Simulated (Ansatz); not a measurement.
The system is Cd2S.

```
Cd S
1.0
     3.96267    0.00000    0.00000
    -1.98134    3.43177    0.00000
     0.00000    0.00000    5.80919
Cd S
2 1
Direct
  0.33333 0.66667 0.93272
  0.66667 0.33333 0.57873
  0.33333 0.66667 0.36571
```

The cell comes from a database or a generator and needn't be the stable form of this composition.

* Program: Ansatz 0.2.0
* Task: single point
* Functional: PBEsol
* Potentials or basis: all-electron LAPW, scalar-relativistic
* Cutoff: 249 eV (chosen from the basis error)
* Basis error allowed: 0.001 eV/atom
* k mesh: 8 × 8 × 5
* Occupations: fermi-dirac, width 0.05 eV
* Spin: no spin polarisation

On this cell: pressure -3.0 GPa; largest force 0.143 eV/Å; band gap on the k mesh 0.22 eV, indirect (least direct gap 0.56 eV).

The same run follows on a disturbed copy (atoms moved at random, drawn with an rms of 0.05 Å):

```
CELL_PARAMETERS angstrom
3.96267 0.00000 0.00000
-1.98134 3.43177 0.00000
0.00000 0.00000 5.80919
ATOMIC_POSITIONS crystal
Cd 0.32600 0.65881 0.93410
Cd 0.68459 0.35091 0.57211
S 0.31890 0.65703 0.35867
```

Q: What changes?

A: The energy moves by +10.4 meV/atom; pressure -2.6 GPa; largest force 0.512 eV/Å; band gap on the k mesh 0.13 eV, indirect (least direct gap 0.46 eV).

Forces on the atoms (eV/Å):
```
Cd   0.008 -0.003 -0.260
Cd  -0.327 -0.297 -0.006
S    0.319  0.300  0.265
```

Stress tensor (GPa, compression positive):
```
-2.03  0.63 -0.57
 0.63 -3.29 -0.55
-0.57 -0.55 -2.38
```

Caveats: an odd mesh through Γ misses points on the zone boundary, where band edges often lie.
